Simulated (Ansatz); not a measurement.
# KAlO3, space group Pm-3m: a convergence test of the plane-wave cutoff

With Ansatz 0.2.0 through its Python package.

The cells in order, each with its output:

**Cell 1**
```python
import warnings

import ansatz as az
import matplotlib.pyplot as plt

FUNCTIONAL = 'pbesol'
OCCUPATIONS = 'Marzari-Vanderbilt'
WIDTH_EV = 0.01
MAX_SCF = 60
```

**Cell 2**
```python
warnings.simplefilter('ignore', az.DeckWarning)
```

**Cell 3**
```python
lattice = az.Lattice.of(
    (3.867014, 0.0, 0.0),
    (0.0, 3.867014, 0.0),
    (0.0, 0.0, 3.867014),
)
sites = [
    ('K', (0.0, 0.0, 0.0)),
    ('Al', (0.5, 0.5, 0.5)),
    ('O', (0.5, 0.5, 0.0)),
    ('O', (0.5, 0.0, 0.5)),
    ('O', (0.0, 0.5, 0.5)),
]
xtal = az.Crystal(lattice=lattice)
for symbol, position in sites:
    xtal = xtal.atom(symbol, position)
```

**Cell 4**
```python
setup = (
    xtal.calculation()
    .functional(FUNCTIONAL)
    .kpoints(5, center='monkhorst-pack')
    .occupations(OCCUPATIONS, width=WIDTH_EV)
    .mixing('anderson', preconditioner='resta')
    .scf(max_iterations=MAX_SCF)
    .forces()
    .stress()
)
```

**Cell 5**
```python
rows = []
for value in [300, 400, 500, 600, 700]:
    summary = setup.basis(value).run(threads=1).report
    rows.append((value, summary['free_energy_ev'] / len(summary['lattice']['sites']), summary['n_iterations'], sum(summary['stress_gpa'][i][i] for i in range(3)) / 3, max(abs(f) for row in summary['forces_ev_ang'] for f in row), summary['n_pw']))
```

**Cell 6**
```python
print(' cutoff (eV)   F/atom (eV)    iterations       P (GPa)  max component (eV/A)   plane waves')
for row in rows:
    print(f'{str(row[0]):>12s}  {row[1]:12.5f}  {row[2]:12d}  {row[3]:12.3f}  {row[4]:20.4f}  {row[5]:12d}')
```
Output:
```text
 cutoff (eV)   F/atom (eV)    iterations       P (GPa)  max component (eV/A)   plane waves
         300    -744.44161             7        -6.692                0.0000           691
         400    -744.71830             7        -5.731                0.0000          1021
         500    -744.72736             7        -5.779                0.0000          1419
         600    -744.72760             7        -5.784                0.0000          1935
         700    -744.72772             6        -5.785                0.0000          2469
```

**Cell 7**
```python
for row in rows[:-1]:
    shift = 1000 * (row[1] - rows[-1][1])
    print(f'{row[0]}: {shift:+.2f} meV/atom' + ('  (within 2 meV)' if abs(shift) < 2 else ''))
plt.figure(figsize=(4.5, 3))
plt.plot([str(row[0]) for row in rows], [1000 * (row[1] - rows[-1][1]) for row in rows], 'o-')
plt.xlabel('cutoff (eV)')
plt.ylabel('F - F(last) (meV/atom)')
plt.tight_layout()
plt.savefig('ecut.png', dpi=100)
```
Output:
```text
300: +286.11 meV/atom
400: +9.43 meV/atom
500: +0.36 meV/atom  (within 2 meV)
600: +0.12 meV/atom  (within 2 meV)
```

From 500 eV on it stays within 2 meV an atom of the value at 700 eV; the first row (300 eV) is off by 286.1 meV and the last but one by 0.12 meV. The energy falls steadily, as expected when plane waves are added. The pressure moves from -6.69 to -5.78 GPa (the program's stress holds a Pulay correction, so it settles early).

For a metal this k-point mesh is coarse: on a finer one energies can move by several to tens of meV an atom and pressures by half a GPa or more, differences at one mesh by less. Forces vanish by symmetry here and test nothing. Pressure is positive in compression. The structure comes from a database of computed cells and needn't be a stable or known phase. Shifts are counted from the last row, which is itself no proven limit. The script silences the warnings on its input, which a real study should read. It ran for 7.8 s on 1 thread of Arm Neoverse V1 (shared host), peak memory 0.44 GiB.
